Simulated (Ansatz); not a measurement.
**CH₄ClISi: one species, many methods**

The task here is to estimate one member of a computed series from the others.

The runs use Ansatz 0.2.0, Gaussian basis; functionals in def2-TZVPP, the program's frozen cores in correlated methods.

The runs, in order: LDA (SPW92), PBE-D4, revPBE-D4, BLYP-D4, r2SCAN-D4, B97M-V, PBE0-D4, B3LYP-D4, r2SCANh-D4, r2SCAN0-D4, HSE06-D4, BHLYP-D4, CAM-B3LYP-D4, LC-ωPBE, ωB97X-V, ωB97M-V, B2PLYP, PBE-QIDH; CCSD(T)/def2-SVP; CCSD(T)/def2-TZVPP; MP2/def2-QZVPP; extrapolation to the limit; RPA on PBE.

## Structure used throughout

An earlier PBE0-D4 in a triple-zeta def2 set relaxation fixed the geometry. I takes the def2 core potential; no spin-orbit term is included.

SMILES `[SiH3]C(Cl)I`, 8 atoms, charge 0, spin multiplicity 1.

Atoms are counted from 1 here; the program's logs count them from 0.

Bond lengths: Si1–C2 1.890 Å, Si1–H5 1.480 Å, Si1–H6 1.484 Å, Si1–H7 1.486 Å, C2–Cl3 1.768 Å, C2–I4 2.149 Å, C2–H8 1.088 Å. Angles: C2–Si1–H5 108.2°, C2–Si1–H6 108.4°, C2–Si1–H7 108.4°, H5–Si1–H6 111.0°, H5–Si1–H7 110.6°, H6–Si1–H7 110.1°, Si1–C2–Cl3 110.2°, Si1–C2–I4 108.8°, Si1–C2–H8 113.6°, Cl3–C2–I4 112.4°, Cl3–C2–H8 107.4°, I4–C2–H8 104.4°.

The first run:

The input, in.yaml:

```yaml
crystal:
  periodic: [false, false, false]
  atoms:
    - {symbol: Si, position_ang: [0.099340, 0.961852, -0.205212]}
    - {symbol: C, position_ang: [0.046495, -0.851162, 0.327734]}
    - {symbol: Cl, position_ang: [1.338123, -1.758558, -0.468899]}
    - {symbol: I, position_ang: [-1.902030, -1.645364, -0.109172]}
    - {symbol: H, position_ang: [-0.137972, 1.020738, -1.665179]}
    - {symbol: H, position_ang: [-0.953345, 1.699784, 0.535723]}
    - {symbol: H, position_ang: [1.439275, 1.509032, 0.129446]}
    - {symbol: H, position_ang: [0.162313, -0.993423, 1.399658]}
basis:
  gaussian: {orbitals: def2-TZVPP}
hamiltonian: {xc: lda}
output: {orbitals: {seedname: orbitals}}
```

Run with:

```
> ansatz run in.yaml --threads 4 --pin off --events-out ev --progress --plain --max-ram 10444MiB
```

Among the steps run: LDA; PBE-D4 (GGA); revPBE-D4 (GGA); BLYP-D4 (GGA); r2SCAN-D4 (meta-GGA); B97M-V (meta-GGA); B3LYP-D4 (hybrid); r2SCANh-D4 (hybrid); r2SCAN0-D4 (hybrid); HSE06-D4 (hybrid); BHLYP-D4 (hybrid); CAM-B3LYP-D4 (range-separated); LC-ωPBE (range-separated); ωB97X-V (range-separated); ωB97M-V (range-separated); B2PLYP (double hybrid); PBE-QIDH (double hybrid).

One of the session's tables, all rows but one given; the rest of the session is left out.

It belongs to the step «Orbital energies across the functionals». 

| functional | HOMO (eV) | LUMO (eV) | gap (eV) |
| --- | --- | --- | --- |
| LDA (SPW92) | -6.54 | -2.71 | 3.83 |
| PBE-D4 | -6.39 | -2.51 | 3.88 |
| revPBE-D4 | -6.34 | -2.43 | 3.91 |
| BLYP-D4 | -6.23 | -2.38 | 3.85 |
| r2SCAN-D4 | -6.67 | -2.37 | 4.31 |
| B97M-V | -6.74 | -2.34 | 4.40 |
| PBE0-D4 | -7.55 | -1.62 | 5.93 |
| B3LYP-D4 | -7.31 | -1.84 | 5.47 |
| r2SCANh-D4 | -7.10 | -2.04 | 5.06 |
| r2SCAN0-D4 | -7.73 | -1.55 | 6.18 |
| HSE06-D4 | -7.16 | -2.00 | 5.15 |
| BHLYP-D4 | ? | ? | ? |
| CAM-B3LYP-D4 | -8.83 | -0.54 | 8.28 |
| LC-ωPBE | -10.17 | 0.61 | 10.78 |
| ωB97X-V | -9.84 | 0.49 | 10.32 |
| ωB97M-V | -9.71 | 0.34 | 10.04 |

**Question.** Estimate the row for BHLYP-D4.

Worked estimate for «HOMO (eV)». Against the share of exact exchange, BLYP-D4 (0, -6.23), B3LYP-D4 (0.2, -7.31) give a slope of -5.40 per unit share; at 0.5 the line stands at -8.93.

As computed: HOMO (eV): -8.55; LUMO (eV): -0.65; gap (eV): 7.90. In «HOMO (eV)» the line misses by -0.38.
